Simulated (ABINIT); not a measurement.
Input of an ABINIT 10.8.3 (patched build) run:

run.abi

```
# Pseudopotentials
pp_dirpath "./"
pseudos "Ta.GGA_PBE-JTH.xml, O.GGA_PBE-JTH.xml"

# Structure
acell 3*1.0
rprim
     5.7941081680     0.0000000000     0.0000000000
    -2.8970635326     5.0178464705     0.0000000000
     0.0000000000     0.0000000000     7.2849320050
ntypat 2
znucl 73 8
natom 2
typat 1 2
xcart
     0.0000000000     0.0000000000     3.6424660025
     0.0000000000     0.0000000000     0.0000000000

# Plane-wave basis
ecut 28.0
pawecutdg 50.0
pawxcdev 0
pawovlp 30

# k points
kptopt 1
ngkpt 10 10 7
nshiftk 1
shiftk 0.0 0.0 0.0

# Exchange and correlation
ixc -116133

# Bands and occupations
nband 14
occopt 3
tsmear 0.00183747

# SCF cycle
nstep 100
tolvrs 1.0e-9

# Output
iomode 3
prtwf 0
prteig 0
prtebands 0
enunit 2
prtden 1
prtvha 1
prtvclmb 1
prtpot 1
```

Potentials or basis: JTH PAW PBE v2.0.

Launch:

```sh
$ abinit run.abi > log 2>&1
```

Question: What does it give for the band gap on the k mesh?

Answer: None (metal or under the smearing width).

Question: What does it give for the pressure?

Answer: -5.6 GPa.

Stress tensor (GPa, compression positive):
```
-4.83  0.00  0.00
 0.00 -4.83  0.00
 0.00  0.00 -7.06
```

Caveat: the PAW data sets were made with another functional, which shifts forces and pressure a little; an odd number of electrons without spin polarisation forces a metal; a magnetic or distorted state may lie lower; the atomic spheres overlap. The run has no spin-orbit coupling, so splittings on Ta are missing.
